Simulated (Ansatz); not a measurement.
# AsH3 (arsine) at 6 levels

We compute a comparison of 6 runs (HF/STO-3G, SVWN5/STO-3G, RPA@PBE/STO-3G, CCSDT(Q)/STO-3G, CCSD/STO-3G, CCSD(T)/STO-3G) of AsH3 (arsine). 

The calculation is run with Ansatz 0.2.0.

29 further runs of the same task are left out: 1 that didn't finish, 28 set aside as unsound or not needed.

### 1 The structure to begin with

The species is AsH3 (4 atoms), meant as a singlet with charge 0. SMILES: `[AsH3]`. The H4–As1 distance was set to 3.804 Å, away from the relaxed value. At this shape a bond of the SMILES string is far longer than usual.

Bond lengths: As1–H2 1.522 Å, As1–H3 1.522 Å. Angles: H2–As1–H3 92.0°.

### 2 The energy at HF/STO-3G (run 1)

in.yaml reads:

```yaml
crystal:
  periodic: [false, false, false]
  atoms:
    - {symbol: As, position_ang: [-1.940368, 1.837764, 0.296757]}
    - {symbol: H, position_ang: [-1.374668, 1.980464, 1.702157]}
    - {symbol: H, position_ang: [-2.792568, 0.644664, 0.703857]}
    - {symbol: H, position_ang: [0.933900, -0.412500, -0.774500]}
basis:
  gaussian:
    orbitals: STO-3G
hamiltonian:
  xc: hf
accuracy: high
```

On the command line:

```
$ ansatz run in.yaml --threads 1 --pin off --max-ram 2610MiB --events-out events.jsonl --progress --plain --runs-dir runs
```

The log of the run:

```text
Warning: RAYON_NUM_THREADS=1 ignored (pool sized by the plan → 1); use --threads N
Functional definition: HF
  name "HF"
  exchange = exact_x
  correlation = 0
251 factors; integrals over basis functions are off by at most 2.2e-8 eV
mean field evaluation 1: about -60149.9789 eV, gradient 8.0e0 eV
mean field evaluation 2: about -60149.9867 eV, gradient 8.0e0 eV
mean field evaluation 4: about -60149.7017 eV, gradient 1.7e1 eV
mean field evaluation 8: about -60155.0469 eV, gradient 3.1e-3 eV
mean field evaluation 16: about -60154.2005 eV, gradient 1.5e-1 eV
mean field -60155.04652525 eV, -2210.6571852480 hartree, gradient 9.1e-9 eV, S^2 0.000000; 1 other end points of the search recorded, 0 dependent functions left out
reference -60155.04652525 eV, -2210.6571852480 hartree; 18, 18 occupied and 3, 3 virtual orbitals, 251 factors
Total energy: -60155.04652525 eV, -2210.6571852480 hartree
```

It took 0.12 s on 1 thread of Intel Xeon Platinum 8488C (Sapphire Rapids), shared host.

### 3 A single-point energy at SVWN5/STO-3G (run 2)

input.yaml reads:

```yaml
basis:
  gaussian: {orbitals: STO-3G}
crystal:
  periodic: [false, false, false]
  atoms:
    - {symbol: As, position_ang: [-1.940368, 1.837764, 0.296757]}
    - {symbol: H, position_ang: [-1.374668, 1.980464, 1.702157]}
    - {symbol: H, position_ang: [-2.792568, 0.644664, 0.703857]}
    - {symbol: H, position_ang: [0.933900, -0.412500, -0.774500]}
hamiltonian: {xc: {name: SVWN5}}
accuracy: high
```

On the command line:

```
$ ansatz run input.yaml --threads 1 --pin off --max-ram 2610MiB --events-out events.jsonl --progress --plain --runs-dir runs
```

The log of the run:

```text
Warning: RAYON_NUM_THREADS=1 ignored (pool sized by the plan → 1); use --threads N
Functional definition: SVWN5
  name "SVWN5"
  exchange = slater_x
  correlation = vwn5_c
251 factors; integrals over basis functions are off by at most 2.2e-8 eV
mean field evaluation 1: about -60088.8744 eV, gradient 1.6e1 eV
mean field evaluation 2: about -60085.7175 eV, gradient 2.3e1 eV
mean field evaluation 4: about -60087.6318 eV, gradient 1.4e1 eV
mean field evaluation 8: about -60098.6551 eV, gradient 6.5e-2 eV
mean field evaluation 16: about -60097.9460 eV, gradient 4.9e-2 eV
mean field -60098.65510889 eV, -2208.5848389200 hartree, gradient 2.1e-9 eV, S^2 0.000000; 1 other end points of the search recorded, 0 dependent functions left out
reference -60098.65511071 eV, -2208.5848389870 hartree; 18, 18 occupied and 3, 3 virtual orbitals, 251 factors
Total energy: -60098.65511071 eV, -2208.5848389870 hartree
```

Wall time 0.54 s (1 thread of Intel Xeon Platinum 8488C (Sapphire Rapids), shared host).

### 4 A single-point energy at RPA@PBE/STO-3G (run 3)

input.yaml, as its differences from that of step 3:

```diff
@@ -1,3 +1 @@
-basis:
-  gaussian: {orbitals: STO-3G}
 crystal:
@@ -9,3 +7,10 @@
     - {symbol: H, position_ang: [0.933900, -0.412500, -0.774500]}
-hamiltonian: {xc: {name: SVWN5}}
+basis:
+  gaussian:
+    orbitals: STO-3G
+hamiltonian:
+  xc: {name: PBE}
 accuracy: high
+correlation:
+  method: rpa
+  frozen_orbitals: {As: 9, H: 0}
```

On the command line:

```
$ ansatz run input.yaml --threads 1 --pin off --max-ram 2610MiB --events-out events.jsonl --progress --plain --runs-dir runs
```

The log of the run (excerpt; [...] marks lines left out):

```text
Warning: RAYON_NUM_THREADS=1 ignored (pool sized by the plan → 1); use --threads N
Functional definition: PBE
  name "PBE"
[...]
251 factors; integrals over basis functions are off by at most 2.2e-8 eV
[...]
mean field -60184.11060685 eV, -2211.7252705464 hartree, gradient 5.4e-8 eV, S^2 0.000000; 1 other end points of the search recorded, 0 dependent functions left out; unrestricted orbitals would lower it
[...]
unrestricted determinant -60161.00733141 eV, -2210.8762408338 hartree, S^2 1.0072
9 core orbitals not correlated: weight in the atoms' cores, before any rotation towards them, 0.999 or more for the frozen orbitals, at most 0.000 for the correlated occupied ones
reference -60154.64518076 eV, -2210.6424361101 hartree; 9, 9 occupied and 3, 3 virtual orbitals, 251 factors
Total energy: -60161.82498562 eV, -2210.9062890719 hartree
```

It took 1.3 s on 1 thread of Intel Xeon Platinum 8488C (Sapphire Rapids), shared host; peak memory 0.11 GiB.

Runs 4 to 5 aren't shown in full; the table further down has their settings and results.

### 5 A single-point energy at CCSD(T)/STO-3G (run 6)

job.yaml reads:

```yaml
crystal:
  periodic: [false, false, false]
  atoms:
    - {symbol: As, position_ang: [-1.940368, 1.837764, 0.296757]}
    - {symbol: H, position_ang: [-1.374668, 1.980464, 1.702157]}
    - {symbol: H, position_ang: [-2.792568, 0.644664, 0.703857]}
    - {symbol: H, position_ang: [0.933900, -0.412500, -0.774500]}
basis:
  gaussian:
    orbitals: STO-3G
total_charge: 0
scf:
  omitted_lower_state_checks: [cluster_reference, increment]
accuracy: high
correlation:
  method: ccsd_t
  frozen_orbitals: {As: 9, H: 0}
```

On the command line:

```
$ ansatz run job.yaml --threads 1 --pin off --max-ram 2610MiB --events-out events.jsonl --progress --plain --runs-dir runs
```

The log of the run:

```text
Warning: RAYON_NUM_THREADS=1 ignored (pool sized by the plan → 1); use --threads N
[... 12 lines left out ...]
9 core orbitals not correlated: weight in the atoms' cores, before any rotation towards them, 1.000 or more for the frozen orbitals, at most 0.000 for the correlated occupied ones
[... 31 lines left out ...]
WARN: these amplitudes may be one of several solutions (largest doubles amplitude 0.95, level shift 14.54 eV)
Total energy: -60162.16684394 eV, -2210.9188521336 hartree
Checks for a lower state left out: cluster_reference, increment
```

Wall time 0.18 s (1 thread of Intel Xeon Platinum 8488C (Sapphire Rapids), shared host).

### 6 All runs side by side

| run | level | frozen core orbitals | energy (Eh) | wall time |
| --- | --- | --- | --- | --- |
| 1 | HF/STO-3G | – | -2210.657185 | 0.12 s |
| 2 | SVWN5/STO-3G | – | -2208.584839 | 0.54 s |
| 3 | RPA@PBE/STO-3G | 9 | -2210.906289 | 1.3 s |
| 4 | CCSDT(Q)/STO-3G | 9 | -2210.918070 | 0.28 s |
| 5 | CCSD/STO-3G | 9 | -2210.918522 | 0.18 s |
| 6 | CCSD(T)/STO-3G | 9 | -2210.918852 | 0.18 s |

### 7 Summary of results

| quantity | value |
| --- | --- |
| run 6: total energy | -2210.91885 Eh |
| run 6: correlation energy (9 core orbitals frozen) | -261.7 mEh |
| run 6: (T) correction | -0.33 mEh |
| run 6: T1 diagnostic | 0.024 |

**Reading.** Below the HF energy at the same shape and in the same basis (STO-3G): CCSDT(Q) -260.9 mEh; CCSD -261.3 mEh; CCSD(T) -261.7 mEh. In runs 3, 4, 5, 6 the log says that unrestricted orbitals would lower the reference, so the values rest on an unstable closed-shell determinant (other closed-shell runs at this shape may share the fault). In runs 1, 2, 3, 4, 5, 6 the basis is minimal, so the values are rough. In runs 1, 2, 3, 5, 6 a closed-shell determinant meets a far-stretched bond, which it describes badly. All runs together took 2.6 s, the longest 1.3 s.
